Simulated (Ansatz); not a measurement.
# H₄HfO₃S: up Jacob's ladder to CCSD(T)

One table from this session's results is given with a row withheld; the runs are named, their logs left out.

The runs use Ansatz 0.2.0, Gaussian basis; functionals in def2-TZVPP, the program's frozen cores in correlated methods.

Plan: LDA (SPW92), PBE-D4, revPBE-D4, BLYP-D4, r2SCAN-D4, B97M-V, PBE0-D4, B3LYP-D4, r2SCANh-D4, r2SCAN0-D4, HSE06-D4, BHLYP-D4, CAM-B3LYP-D4, LC-ωPBE, ωB97X-V, ωB97M-V, B2PLYP, PBE-QIDH; CCSD(T)/def2-SVP; CCSD(T)/def2-TZVPP; MP2/def2-QZVPP; extrapolation to the limit; RPA on PBE.

## The relaxed structure

An earlier PBE0-D4 in a triple-zeta def2 set relaxation fixed the geometry. Hf takes the def2 core potential; no spin-orbit term is included.

SMILES `[OH][Hf]([OH])([OH])[SH]`, 9 atoms, charge 0, spin multiplicity 1.

Atoms are counted from 1 here; the program's logs count them from 0.

Bond lengths: O1–Hf2 1.920 Å, O1–H6 0.951 Å, Hf2–O3 1.922 Å, Hf2–O4 1.916 Å, Hf2–S5 2.478 Å, O3–H7 0.951 Å, O4–H8 0.952 Å, S5–H9 1.346 Å. Angles: Hf2–O1–H6 160.1°, O1–Hf2–O3 108.7°, O1–Hf2–O4 113.0°, O1–Hf2–S5 109.2°, O3–Hf2–O4 111.4°, O3–Hf2–S5 109.8°, O4–Hf2–S5 104.6°, Hf2–O3–H7 158.4°, Hf2–O4–H8 160.9°, Hf2–S5–H9 92.4°.

Set-up of the first run:

in.yaml reads:

```yaml
crystal:
  periodic: [false, false, false]
  atoms:
    - {symbol: O, position_ang: [-1.162373, 0.202492, 1.451601]}
    - {symbol: Hf, position_ang: [-0.024201, -0.125584, -0.060086]}
    - {symbol: O, position_ang: [1.806756, 0.008020, 0.507873]}
    - {symbol: O, position_ang: [-0.373226, -1.807103, -0.910171]}
    - {symbol: S, position_ang: [-0.484250, 1.568084, -1.808972]}
    - {symbol: H, position_ang: [-1.433364, 0.358687, 2.349937]}
    - {symbol: H, position_ang: [2.749001, -0.122382, 0.493729]}
    - {symbol: H, position_ang: [-0.738177, -2.668813, -1.083186]}
    - {symbol: H, position_ang: [-0.340186, 2.586590, -0.940734]}
basis:
  gaussian: {orbitals: def2-TZVPP}
hamiltonian: {xc: lda}
output: {orbitals: {seedname: orbitals}}
```

Command:

```
$ ansatz run in.yaml --threads 4 --pin off --events-out ev --progress --plain --max-ram 10444MiB
```

Among the steps run: LDA; PBE-D4 (GGA); revPBE-D4 (GGA); BLYP-D4 (GGA); r2SCAN-D4 (meta-GGA); B97M-V (meta-GGA); B3LYP-D4 (hybrid); r2SCANh-D4 (hybrid); r2SCAN0-D4 (hybrid); HSE06-D4 (hybrid); BHLYP-D4 (hybrid); CAM-B3LYP-D4 (range-separated); LC-ωPBE (range-separated); ωB97X-V (range-separated); ωB97M-V (range-separated); B2PLYP (double hybrid); PBE-QIDH (double hybrid).

One of the session's tables, all rows but one given; the rest of the session is left out.

It belongs to the step «Orbital energies across the functionals». 

| functional | HOMO (eV) | gap (eV) |
| --- | --- | --- |
| LDA (SPW92) | -5.89 | 4.78 |
| PBE-D4 | -5.74 | 4.85 |
| revPBE-D4 | -5.68 | 4.87 |
| BLYP-D4 | -5.57 | 4.67 |
| r2SCAN-D4 | -6.04 | 5.41 |
| B97M-V | -6.08 | 5.30 |
| PBE0-D4 | -6.98 | 6.83 |
| B3LYP-D4 | -6.71 | 6.24 |
| r2SCANh-D4 | -6.49 | 6.18 |
| r2SCAN0-D4 | -7.18 | 7.35 |
| HSE06-D4 | -6.58 | 6.08 |
| BHLYP-D4 | -8.04 | 8.40 |
| CAM-B3LYP-D4 | -8.27 | 8.77 |
| LC-ωPBE | ? | ? |
| ωB97X-V | -9.31 | 10.78 |
| ωB97M-V | -9.15 | 10.16 |

Q: Estimate the row for LC-ωPBE from the others.

**Answer.** HOMO (eV): -9.68; gap (eV): 11.34. In the column «HOMO (eV)» it is the lowest.
